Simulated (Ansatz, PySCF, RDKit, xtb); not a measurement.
**Which structure has the formula SnSiNH4Br?, part 1 of 2**

Given the formula SnSiNH4Br and nothing else, which arrangement of the atoms is the most stable in the gas at 600 K, and what are its properties?

Plan: many cheap relaxations first (GFN2-xTB), then density-functional screening, relaxation at r2SCAN-D4/def2-SVP, vibrations and a final energy. The numbers are computed, not measured.

6 further runs of the same task are left out: 6 set aside as unsound or not needed.

### 1 Drawing up candidates

All bonding patterns within simple valence rules are listed by program: one Lewis structure each, at most two rings and one unusual centre or charged pair. O–O, O–halogen and N–halogen bonds and N–N–N chains are not drawn. That gives 55 candidates.

c041 N=[Si](Br)[SnH3]; c044 [NH2][Sn][SiH2]Br; c047 N[Si@H](Br)[SnH]; c057 [NH3+]/[Sn-]=[SiH]\Br; c059 N[Si][SnH2][Br] (triplet); c067 [NH3+][Si-](Br)#[SnH]; c087 [NH3+]/[Si-]=[SnH]/[Br]; c092 [SiH3]/[N]=[SnH]\[Br]; c117 [NH]=[SnH][SiH2]Br; c127 Br[Si][NH][SnH3]; c140 [Br][Sn-]1[NH2+][SiH2]1; c194 [SiH][NH][SnH2][Br]; c197 [Br][Sn@@H]1[NH2+][SiH-]1; c202 [NH2][Sn@H]([SiH])[Br] (triplet); c217 [SiH][NH][SnH2][Br] (triplet); c218 [NH3+]/[Sn-]=[SiH]/Br; c249 [Br][Sn@@H]1[NH][SiH2]1; c253 [SiH2]=[NH+][SnH-][Br]; c260 Br[Si@@H]1[NH][SnH2]1; c262 [SiH3]/[N]=[SnH]/[Br]; c269 N[Si](Br)=[SnH2]; c279 [SiH3][NH][Sn][Br]; c284 [NH2][Sn@H]([SiH])[Br]; c286 [SiH2]=[N][SnH2][Br]; c309 Br[Si-]1[NH2+][SnH2]1; c328 [SiH3][NH][Sn][Br] (triplet); c337 [NH]=[Sn@H-]([SiH2+])[Br]; c353 [NH2][SnH2][Si]Br (triplet); c406 Br/[SiH]=[N]\[SnH3]; c425 N[Si@H](Br)[SnH] (triplet); c440 Br[Si][NH][SnH3] (triplet); c501 [NH3+][Sn-](#[SiH])[Br]; c506 N/[SiH]=[SnH]/[Br]; c509 N[SiH2][Sn][Br]; c520 Br[Si@@H]1[NH2+][SnH-]1; c617 N[SiH2][Sn][Br] (triplet); c679 [NH2][SnH2][Si]Br; c682 [NH3+][SiH-]#[Sn][Br]; c732 [NH3+]/[Si-]=[SnH]\[Br]; c736 [NH3+][SnH-]#[Si]Br; and 15 more.

Candidates are built by distance geometry, with a force field where one applies, in up to four conformers (letters a to d). 4 starts with atoms placed at random are added, to find patterns that the rules miss.

### 2 Search with GFN2-xTB

All 90 starts are relaxed the same way. One of them, c218a (enumerated, embedded by distance geometry and UFF), in full:

start.xyz reads:

```xyz
8
c218a
Br     0.789355    -0.097578     3.911016
N     -0.816354     1.064393    -1.535937
Si     0.396698    -0.329260     1.760821
Sn    -0.518478     1.331588     0.483596
H      0.106658     0.843121    -1.983668
H     -1.211954     1.927838    -1.945802
H     -1.482005     0.282875    -1.656160
H      0.745982    -1.618171     1.112256
```

Command:

```
$ xtb start.xyz --gfn 2 --opt
```

Log, cut to the lines that bear on the results:

```text
* xtb version 6.7.1
[...]
          :  # basis functions                  38          :
[...]
          :  # electrons                        24          :
[...]
          :  Hamiltonian                  GFN2-xTB          :
[...]
          :  net charge                          0          :
          :  unpaired electrons                  0          :
[...]
   *** convergence criteria satisfied after 25 iterations ***
[...]
   *** GEOMETRY OPTIMIZATION CONVERGED AFTER 13 ITERATIONS ***
[...]
   *** convergence criteria satisfied after 3 iterations ***
[...]
         ::                     SUMMARY                     ::
         :::::::::::::::::::::::::::::::::::::::::::::::::::::
         :: total energy             -12.898175548787 Eh    ::
         :: gradient norm              0.000422124718 Eh/a0 ::
         :: HOMO-LUMO gap              1.686107043426 eV    ::
         ::.................................................::
         :: SCC energy               -12.977611459358 Eh    ::
         :: -> isotropic ES            0.032114225196 Eh    ::
         :: -> anisotropic ES          0.001082789806 Eh    ::
         :: -> anisotropic XC         -0.004964796947 Eh    ::
         :: -> dispersion             -0.006239034510 Eh    ::
         :: repulsion energy           0.079435910571 Eh    ::
         :: add. restraining           0.000000000000 Eh    ::
         :: total charge               0.000000000000 e     ::
         :::::::::::::::::::::::::::::::::::::::::::::::::::::
[...]
        12        2.0000           -0.3013101              -8.1991 (HOMO)
        13                         -0.2393468              -6.5130 (LUMO)
[...]
          | TOTAL ENERGY              -12.898175548787 Eh   |
          | GRADIENT NORM               0.000422124718 Eh/α |
          | HOMO-LUMO GAP               1.686107043426 eV   |
           -------------------------------------------------
[...]
```

Wall time 0.1 s (2 threads of Arm Neoverse V1, shared host).

### 3 Distinct minima at GFN2-xTB

90 of the 90 relaxations converged; 26 ended on a minimum already found. 64 distinct structures remain, the lowest 22 here:

```
label   start             SMILES after     spin  energy (kcal/mol)           note
c738a   drawn       [SiH3][NH][Sn][Br]  singlet                0.0  bonds changed
c279a   drawn       [SiH3][NH][Sn][Br]  singlet                0.5               
c337a   drawn   [Br][SnH].[NH][SiH2] ‡  singlet               15.4  loosely bound
c253a   drawn   [Br][SnH].[NH][SiH2] ‡  singlet               15.4  loosely bound
c260a   drawn        Br[SiH2][NH][SnH]  singlet               16.3  bonds changed
c506a   drawn    [NH2][SiH][SnH][Br] ‡  singlet               19.1               
c844a   drawn        Br[SiH2][NH][SnH]  singlet               19.9               
 c967  random        Br[SiH2][NH][SnH]  singlet               19.9               
c844b   drawn        Br[SiH2][NH][SnH]  singlet               19.9               
c959a   drawn        Br[SiH2][NH][SnH]  singlet               20.0  bonds changed
c964a   drawn  [Br][Sn]1[NH2][SiH2]1 ‡  singlet               20.3  bonds changed
c509b   drawn          N[SiH2][Sn][Br]  singlet               22.6               
c509a   drawn          N[SiH2][Sn][Br]  singlet               24.8               
c857a   drawn    [NH2][SiH][SnH][Br] ‡  singlet               25.7               
c197a   drawn   [Br][SnH].[NH2][SiH] ‡  singlet               26.2  loosely bound
c891b   drawn    [NH2][SiH][SnH][Br] ‡  singlet               27.1  bonds changed
c679a   drawn  [NH2][Si]([Br])[SnH2] ‡  singlet               32.7  bonds changed
c269a   drawn  [NH2][Si]([Br])[SnH2] ‡  singlet               32.7               
c520a   drawn  [Br][SiH]1[NH2][SnH]1 ‡  singlet               33.3               
c047a   drawn         N[Si@H](Br)[SnH]  singlet               36.2               
c044a   drawn  [NH2][Sn]1[SiH2][Br]1 ‡  singlet               37.8  bonds changed
c808a   drawn        [NH2][Sn][SiH2]Br  singlet               38.4  bonds changed
```

‡ marks the bonded skeleton alone, with all bonds drawn single: no Lewis structure was assigned that passes a check against the bond lengths.

GFN2-xTB has no spin polarisation, so it can't rank spin states and is rough for open shells.

### 4 Screening with a density functional

A choice of the minima (the low ones first, few conformers of a pattern, up to a cap) and the lowest that fell apart get a single point at r2SCAN-D4/def2-SVP on the tight-binding geometry, and one at HF/STO-3G for comparison. The lowest singlets are also tried as triplets at the same geometry (label ending in t). Within 40 kcal/mol but not screened, among others: c967, c844b, c959a, c047a, c044a, c808a, c044b. The first, c738a:

input.yaml reads:

```yaml
crystal:
  periodic: [false, false, false]
  atoms:
    - {symbol: Br, position_ang: [2.436401, -1.996757, 1.190071]}
    - {symbol: N, position_ang: [0.047552, 0.166597, 0.084791]}
    - {symbol: Si, position_ang: [-1.152972, 1.274718, -0.504942]}
    - {symbol: Sn, position_ang: [0.499327, -0.593125, 1.970122]}
    - {symbol: H, position_ang: [0.628557, -0.153762, -0.682545]}
    - {symbol: H, position_ang: [-0.500053, 2.435859, -1.111962]}
    - {symbol: H, position_ang: [-1.917150, 1.672343, 0.684490]}
    - {symbol: H, position_ang: [-2.018309, 0.598615, -1.472894]}
basis:
  gaussian:
    orbitals: def2-SVP
hamiltonian:
  xc: r2scan
  dispersion: d4
scf:
  lower_state_search: "off"
```

Command:

```
$ ansatz run input.yaml --threads 2 --pin off --max-ram 4350MiB --events-out events.jsonl --progress --plain --runs-dir runs
```

Log, cut to the lines that bear on the results:

```text
Warning: RAYON_NUM_THREADS=2 ignored (pool sized by the plan → 2); use --threads N
Functional definition: r2SCAN
  name "r2SCAN"
[...]
1236 factors; their error is unknown
[...]
mean field -85301.17007471 eV, -3134.7601810360 hartree, gradient 9.6e-6 eV, S^2 0.000000; 0 other end points of the search recorded, 0 dependent functions left out
reference -85301.17008541 eV, -3134.7601814290 hartree; 41, 41 occupied and 69, 69 virtual orbitals, 1236 factors
Total energy: -85301.22289158 eV, -3134.7621220200 hartree
Checks for a lower state left out: stability, starts, cluster_reference, orbital_swaps, neighbouring_geometries, increment
```

It took 3.3 s on 2 threads of Arm Neoverse V1, shared host.

Relative energies in kcal/mol, each column from its lowest structure that stays in one piece:

```
 label                        SMILES     spin  GFN2-xTB  HF/STO-3G  r2SCAN-D4/def2-SVP
 c738a            [SiH3][NH][Sn][Br]  singlet       0.0        0.0                 0.0
 c279a            [SiH3][NH][Sn][Br]  singlet       0.5        1.4                 1.7
 c964a       [Br][Sn]1[NH2][SiH2]1 ‡  singlet      20.3       13.4                 8.2
 c509b               N[SiH2][Sn][Br]  singlet      22.6       19.7                14.6
 c509a               N[SiH2][Sn][Br]  singlet      24.8       21.2                14.9
 c844a             Br[SiH2][NH][SnH]  singlet      19.9       25.5                16.5
 c260a             Br[SiH2][NH][SnH]  singlet      16.3       35.0                19.4
 c520a       [Br][SiH]1[NH2][SnH]1 ‡  singlet      33.3       30.3                19.6
 c506a         [NH2][SiH][SnH][Br] ‡  singlet      19.1       51.6                30.6
 c269a       [NH2][Si]([Br])[SnH2] ‡  singlet      32.7       65.8                32.9
 c679a       [NH2][Si]([Br])[SnH2] ‡  singlet      32.7       66.1                33.0
 c337a        [Br][SnH].[NH][SiH2] ‡  singlet      15.4       89.5                50.1
 c253a        [Br][SnH].[NH][SiH2] ‡  singlet      15.4       90.3                50.4
 c891b         [NH2][SiH][SnH][Br] ‡  singlet      27.1       91.5                55.7
 c857a         [NH2][SiH][SnH][Br] ‡  singlet      25.7      107.1                61.1
 c197a        [Br][SnH].[NH2][SiH] ‡  singlet      26.2      104.7                64.0
  c282  [Br][SnH]1[NH][Si]1.[H][H] ‡  singlet      43.6      112.8                64.5
c738at            [SiH3][NH][Sn][Br]  triplet         –          –                69.2
c964at       [Br][Sn]1[NH2][SiH2]1 ‡  triplet         –          –                77.2
```

‡ marks the bonded skeleton alone, with all bonds drawn single: no Lewis structure was assigned that passes a check against the bond lengths.

Measured from c738a, GFN2-xTB misplaces c197a by 38 kcal/mol against r2SCAN-D4/def2-SVP, so minima dropped on its energies alone could hide the lowest isomer.

### 5 A second chance for lost patterns

Some ordinary bonding patterns rearranged or fell apart under GFN2-xTB. Their starts are relaxed at r2SCAN-D4/def2-SVP instead (label ending in r). The first, c249ar:

input.yaml reads:

```yaml
crystal:
  periodic: [false, false, false]
  atoms:
    - {symbol: Br, position_ang: [-1.956701, -1.317403, -2.159275]}
    - {symbol: N, position_ang: [0.243168, -0.311973, 0.701187]}
    - {symbol: Si, position_ang: [-0.679316, 1.153092, 1.065491]}
    - {symbol: Sn, position_ang: [-0.213725, 0.297980, -1.248097]}
    - {symbol: H, position_ang: [1.264953, 0.573586, -2.132560]}
    - {symbol: H, position_ang: [1.265635, -0.025974, 0.813216]}
    - {symbol: H, position_ang: [0.122243, 2.297295, 1.505175]}
    - {symbol: H, position_ang: [-2.015763, 0.811415, 1.621781]}
basis:
  gaussian: {orbitals: def2-SVP}
total_charge: 0
scf: {lower_state_search: "off"}
hamiltonian: {xc: r2scan, dispersion: d4}
relax: {f_tol: 0.01}
```

Command:

```
$ ansatz run input.yaml --threads 2 --pin off --max-ram 4350MiB --events-out events.jsonl --progress --plain --runs-dir runs
```

Log, cut to the lines that bear on the results:

```text
Warning: RAYON_NUM_THREADS=2 ignored (pool sized by the plan → 2); use --threads N
[...]
Functional definition: r2SCAN
  name "r2SCAN"
[...]
1236 factors; their error is unknown
[...]
mean field -85298.68567634 eV, -3134.6688810799 hartree, gradient 3.1e-6 eV, S^2 0.000000; 0 other end points of the search recorded, 0 dependent functions left out
[...]
reference -85298.68568719 eV, -3134.6688814786 hartree; 41, 41 occupied and 69, 69 virtual orbitals, 1236 factors
[...]
Atom 4 at     1.014478     0.584997    -2.428468 Å, force     0.000602    -0.000731     0.002265 eV/Å
Atom 5 at     1.059165    -0.715583     1.086643 Å, force    -0.005501     0.001698    -0.004323 eV/Å
Atom 6 at    -0.094085     2.510076     1.605995 Å, force    -0.001744    -0.003755    -0.002814 eV/Å
Atom 7 at    -1.906404     0.888019     1.723970 Å, force     0.004508    -0.001068    -0.003854 eV/Å
Dipole moment:     0.291760     0.370607     0.336670 e Å
Checks for a lower state left out: stability, starts, cluster_reference, orbital_swaps, neighbouring_geometries, increment
```

It took 48 s on 2 threads of Arm Neoverse V1, shared host.

Energies at r2SCAN-D4/def2-SVP after that relaxation, from the lowest structure of the screen (which was not relaxed at this level):

```csv
label,SMILES,spin,energy (kcal/mol)
c249ar,[Br][Sn@@H]1[NH][SiH2]1,singlet,43.0
c260ar,Br[Si@@H]1[NH][SnH2]1,singlet,44.4
c964ar,[NH2][Sn]([SiH2])[Br] ‡,singlet,42.9
```

‡ marks the bonded skeleton alone, with all bonds drawn single: no Lewis structure was assigned that passes a check against the bond lengths.

### 6 Third filter: density-functional geometries

6 candidates are relaxed at r2SCAN-D4/def2-SVP (chosen among the lowest in one piece). The first, c738a:

input.yaml reads:

```yaml
crystal:
  periodic: [false, false, false]
  atoms:
    - symbol: Br
      position_ang: [2.436401, -1.996757, 1.190071]
    - symbol: N
      position_ang: [0.047552, 0.166597, 0.084791]
    - symbol: Si
      position_ang: [-1.152972, 1.274718, -0.504942]
    - symbol: Sn
      position_ang: [0.499327, -0.593125, 1.970122]
    - symbol: H
      position_ang: [0.628557, -0.153762, -0.682545]
    - symbol: H
      position_ang: [-0.500053, 2.435859, -1.111962]
    - symbol: H
      position_ang: [-1.917150, 1.672343, 0.684490]
    - symbol: H
      position_ang: [-2.018309, 0.598615, -1.472894]
basis:
  gaussian:
    orbitals: def2-SVP
hamiltonian:
  xc: {name: r2SCAN}
  dispersion: d4
scf:
  lower_state_search: off
relax:
  f_tol: 0.003
```

Command:

```
$ ansatz run input.yaml --threads 2 --pin off --max-ram 4350MiB --events-out events.jsonl --progress --plain --runs-dir runs
```

Log:

```text
Warning: RAYON_NUM_THREADS=2 ignored (pool sized by the plan → 2); use --threads N
The last accepted step is kept in runs//last_step.txt (removed where the run ends without a failure and the disk answers)
Functional definition: r2SCAN
  name "r2SCAN"
  parameter k0 = 0.174
  parameter k1 = 0.065
  parameter a1 = 4.9479
  exchange = r2scan_x(k0 = k0, k1 = k1, a1 = a1)
  correlation = r2scan_c
these checks for a lower state are left out or cut short: stability, starts, cluster_reference, orbital_swaps, neighbouring_geometries, increment
1236 factors; their error is unknown
mean field evaluation 1: about -85292.8576 eV, gradient 6.1e1 eV
mean field evaluation 2: about -85227.1461 eV, gradient 1.4e2 eV
mean field evaluation 4: about -85300.8890 eV, gradient 1.1e1 eV
mean field evaluation 8: about -85301.2660 eV, gradient 2.0e-1 eV
mean field evaluation 16: about -85301.1701 eV, gradient 1.4e-4 eV
mean field -85301.17007461 eV, -3134.7601810322 hartree, gradient 5.3e-6 eV, S^2 0.000000; 0 other end points of the search recorded, 0 dependent functions left out
the calculation of the forces begins
reference -85301.17008530 eV, -3134.7601814252 hartree; 41, 41 occupied and 69, 69 virtual orbitals, 1236 factors
relax step   1: F+E_penalty+E_count = -85301.22288078 eV  Δ(F+E_penalty+E_count) = +0.000e0 eV  max|allowed force component| = 6.537e-1 eV/Å  Δτ_max = 0.0000 Å  (17 SCF iters, accepted)
these checks for a lower state are left out or cut short: stability, starts, cluster_reference, orbital_swaps, neighbouring_geometries, increment
1236 factors; their error is unknown
mean field -85301.25341737 eV, -3134.7632438221 hartree, gradient 2.0e-6 eV, S^2 0.000000; 0 other end points of the search recorded, 0 dependent functions left out
the calculation of the forces begins
reference -85301.25342808 eV, -3134.7632442156 hartree; 41, 41 occupied and 69, 69 virtual orbitals, 1236 factors
relax step   2: F+E_penalty+E_count = -85301.30624990 eV  Δ(F+E_penalty+E_count) = -8.337e-2 eV  max|allowed force component| = 2.020e-1 eV/Å  Δτ_max = 0.0807 Å  (20 SCF iters, accepted)
these checks for a lower state are left out or cut short: stability, starts, cluster_reference, orbital_swaps, neighbouring_geometries, increment
1236 factors; their error is unknown
mean field evaluation 32: about -85301.2630 eV, gradient 2.9e-5 eV
mean field -85301.26304650 eV, -3134.7635976863 hartree, gradient 1.3e-6 eV, S^2 0.000000; 0 other end points of the search recorded, 0 dependent functions left out
the calculation of the forces begins
reference -85301.26305722 eV, -3134.7635980799 hartree; 41, 41 occupied and 69, 69 virtual orbitals, 1236 factors
relax step   3: F+E_penalty+E_count = -85301.31588711 eV  Δ(F+E_penalty+E_count) = -9.637e-3 eV  max|allowed force component| = 2.107e-1 eV/Å  Δτ_max = 0.0197 Å  (20 SCF iters, accepted)
[... 5 lines left out ...]
relax step   4: F+E_penalty+E_count = -85301.31985444 eV  Δ(F+E_penalty+E_count) = -3.967e-3 eV  max|allowed force component| = 1.167e-1 eV/Å  Δτ_max = 0.0313 Å  (20 SCF iters, accepted)
[... 5 lines left out ...]
relax step   5: F+E_penalty+E_count = -85301.32255798 eV  Δ(F+E_penalty+E_count) = -2.704e-3 eV  max|allowed force component| = 4.267e-2 eV/Å  Δτ_max = 0.0579 Å  (20 SCF iters, accepted)
[... 5 lines left out ...]
relax step   6: F+E_penalty+E_count = -85301.32267731 eV  Δ(F+E_penalty+E_count) = -1.193e-4 eV  max|allowed force component| = 1.712e-2 eV/Å  Δτ_max = 0.0050 Å  (21 SCF iters, accepted)
these checks for a lower state are left out or cut short: stability, starts, cluster_reference, orbital_swaps, neighbouring_geometries, increment
1236 factors; their error is unknown
mean field -85301.26978290 eV, -3134.7638452442 hartree, gradient 1.4e-6 eV, S^2 0.000000; 0 other end points of the search recorded, 0 dependent functions left out
the calculation of the forces begins
reference -85301.26979358 eV, -3134.7638456368 hartree; 41, 41 occupied and 69, 69 virtual orbitals, 1236 factors
relax step   7: F+E_penalty+E_count = -85301.32270995 eV  Δ(F+E_penalty+E_count) = -3.264e-5 eV  max|allowed force component| = 1.358e-3 eV/Å  Δτ_max = 0.0023 Å  (14 SCF iters, accepted)
Total energy: -85301.32272063 eV, -3134.7657906700 hartree
Atom 0 at     2.423013    -2.009219     1.234602 Å, force    -0.000120     0.000411    -0.000409 eV/Å
Atom 1 at     0.099807     0.139939     0.026032 Å, force    -0.000712     0.000539    -0.000360 eV/Å
Atom 2 at    -1.133971     1.256287    -0.495992 Å, force     0.001358    -0.000643     0.000418 eV/Å
Atom 3 at     0.450311    -0.528786     1.939271 Å, force    -0.000284    -0.000286     0.001228 eV/Å
Atom 4 at     0.732795    -0.238554    -0.682518 Å, force     0.000050    -0.000163    -0.000535 eV/Å
Atom 5 at    -0.569536     2.496232    -1.115008 Å, force    -0.000148     0.000135    -0.000464 eV/Å
Atom 6 at    -1.896359     1.636677     0.733584 Å, force    -0.000103    -0.000117     0.000288 eV/Å
Atom 7 at    -2.082708     0.651911    -1.482841 Å, force    -0.000041     0.000123    -0.000166 eV/Å
Dipole moment:    -0.318796     0.243091     0.094890 e Å
Checks for a lower state left out: stability, starts, cluster_reference, orbital_swaps, neighbouring_geometries, increment
```

Wall time 23 s (2 threads of Arm Neoverse V1, shared host).

Energy change by step (eV): 0.0000, -0.0834, -0.0930, -0.0970, -0.0997, -0.0998, -0.0998.

After the run. Bond lengths: N2–Si3 1.744 Å, Br1–Sn4 2.565 Å, N2–Sn4 2.057 Å, N2–H5 1.023 Å, Si3–H6 1.496 Å, Si3–H7 1.496 Å, Si3–H8 1.496 Å. Angles: Si3–N2–Sn4 127.4°, Br1–Sn4–N2 93.6°, N2–Si3–H6 112.8°, N2–Si3–H7 106.1°, N2–Si3–H8 112.8°, Si3–N2–H5 117.9°, Sn4–N2–H5 114.7°, H6–Si3–H7 108.8°, H6–Si3–H8 107.5°, H7–Si3–H8 108.8°.

### 7 After refinement

```
label     spin  r2SCAN-D4/def2-SVP (kcal/mol)  r2SCAN-D4/def2-SVP, relaxed (kcal/mol)  time                   note
c738a  singlet                            0.0                                     0.0  23 s                       
c279a  singlet                            1.7                                     0.8  59 s                       
c509b  singlet                           14.6                                     6.9  66 s  same minimum as c964a
c964a  singlet                            8.2                                     6.9  33 s                       
c509a  singlet                           14.9                                    14.6  52 s                       
c844a  singlet                           16.5                                    15.6  97 s
```

c738a: Bond lengths: N2–Si3 1.744 Å, Br1–Sn4 2.565 Å, N2–Sn4 2.057 Å, N2–H5 1.023 Å, Si3–H6 1.496 Å, Si3–H7 1.496 Å, Si3–H8 1.496 Å. Angles: Si3–N2–Sn4 127.4°, Br1–Sn4–N2 93.6°, N2–Si3–H6 112.8°, N2–Si3–H7 106.1°, N2–Si3–H8 112.8°, Si3–N2–H5 117.9°, Sn4–N2–H5 114.7°, H6–Si3–H7 108.8°, H6–Si3–H8 107.5°, H7–Si3–H8 108.8°.

c279a: Bond lengths: N2–Si3 1.759 Å, Br1–Sn4 2.562 Å, N2–Sn4 2.052 Å, Si3–H5 1.497 Å, Si3–H6 1.492 Å, Si3–H7 1.492 Å, N2–H8 1.021 Å. Angles: Si3–N2–Sn4 131.7°, Br1–Sn4–N2 93.4°, N2–Si3–H5 106.7°, N2–Si3–H6 112.2°, N2–Si3–H7 112.2°, Si3–N2–H8 114.1°, Sn4–N2–H8 114.2°, H5–Si3–H6 108.5°, H5–Si3–H7 108.5°, H6–Si3–H7 108.5°.

c509b: Bond lengths: N2–Si3 1.847 Å, Br1–Sn4 2.604 Å, Si3–Sn4 2.608 Å, N2–H5 1.022 Å, N2–H6 1.020 Å, Si3–H7 1.495 Å, Si3–H8 1.500 Å. Angles: N2–Si3–Sn4 63.2°, Br1–Sn4–Si3 88.9°, N2–Si3–H7 108.5°, N2–Si3–H8 103.5°, Sn4–Si3–H7 129.0°, Sn4–Si3–H8 122.0°, Si3–N2–H5 117.1°, Si3–N2–H6 120.1°, H7–Si3–H8 109.0°, H5–N2–H6 109.9°.

c964a: Bond lengths: N2–Si3 1.847 Å, Br1–Sn4 2.604 Å, Si3–Sn4 2.609 Å, N2–H5 1.022 Å, N2–H6 1.020 Å, Si3–H7 1.495 Å, Si3–H8 1.500 Å. Angles: N2–Si3–Sn4 63.2°, Br1–Sn4–Si3 88.9°, N2–Si3–H7 108.5°, N2–Si3–H8 103.5°, Sn4–Si3–H7 128.9°, Sn4–Si3–H8 122.1°, Si3–N2–H5 117.2°, Si3–N2–H6 120.1°, H7–Si3–H8 109.0°, H5–N2–H6 109.9°.

(Continued in part 2 of 2.)
